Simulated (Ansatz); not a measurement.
# CuO: the cost of one run

Method: DFT r²SCAN+U (U_eff = 4 eV on Cu d), plane waves, PAW, in Ansatz 0.2.0.

## (1) The starting structure

The structure is tetragonal, space group P4_2/mmc (No. 131). Conventional cell: a = 3.422 Å, b = 3.422 Å, c = 4.260 Å, α = 90.00°, β = 90.00°, γ = 90.00°. Cu (site symmetry mmm) is surrounded by 4 O at 2.02 Å. O (site symmetry -4m2) is surrounded by 4 Cu at 2.02 Å.

Coordinates:

```
CELL_PARAMETERS angstrom
3.42205 0.00000 0.00000
0.00000 3.42205 0.00000
0.00000 0.00000 4.26046
ATOMIC_POSITIONS crystal
Cu 0.00000 0.50000 0.00000
Cu 0.50000 0.00000 0.50000
O 0.00000 0.00000 0.25000
O 0.00000 0.00000 0.75000
```

Magnetic order typed: opposed in the cell.

## (2) From atoms, symmetry kept, no search

input.yaml

```yaml
crystal:
  lattice:
    - [3.42205097, 0.0, 0.0]
    - [0.0, 3.42205097, 0.0]
    - [0.0, 0.0, 4.26046148]
  atoms:
    - { symbol: Cu, position: [0.0, 0.5, 0.0], spin: 1.0 }
    - { symbol: Cu, position: [0.5, 0.0, 0.5], spin: -1.0 }
    - { symbol: O, position: [0.0, 0.0, 0.25] }
    - { symbol: O, position: [0.0, 0.0, 0.75] }
basis:
  ecutwfc: 500
  ecutrho_ratio: 4
kpoints:
  mp_grid: { grid: [6, 6, 5] }
hamiltonian:
  xc: r2scan
  hubbard:
    sites: [{ site: 0, l: d, u_eff: 4.0 }, { site: 1, l: d, u_eff: 4.0 }]
scf:
  occupations: { method: gaussian, width: 0.05 }
  lower_state_search: "off"
  max_iter: 150
output:
  forces: true
  stress: true
  eigenvalues: true
  populations: true
  hubbard: { sites: [{ site: 0, l: d }, { site: 1, l: d }] }
magnetization:
  spin_polarized: true
```

The run is started by

```
> ansatz run input.yaml --threads 4 --pin off --max-ram 6144MiB --backend cpu --events-out ev --progress --plain --runs-dir out
```

**Question.** How long does this run take on 4 threads of Arm Neoverse V1, shared host, and how much memory does it need?

About 22 s, with a peak of 0.61 GiB.
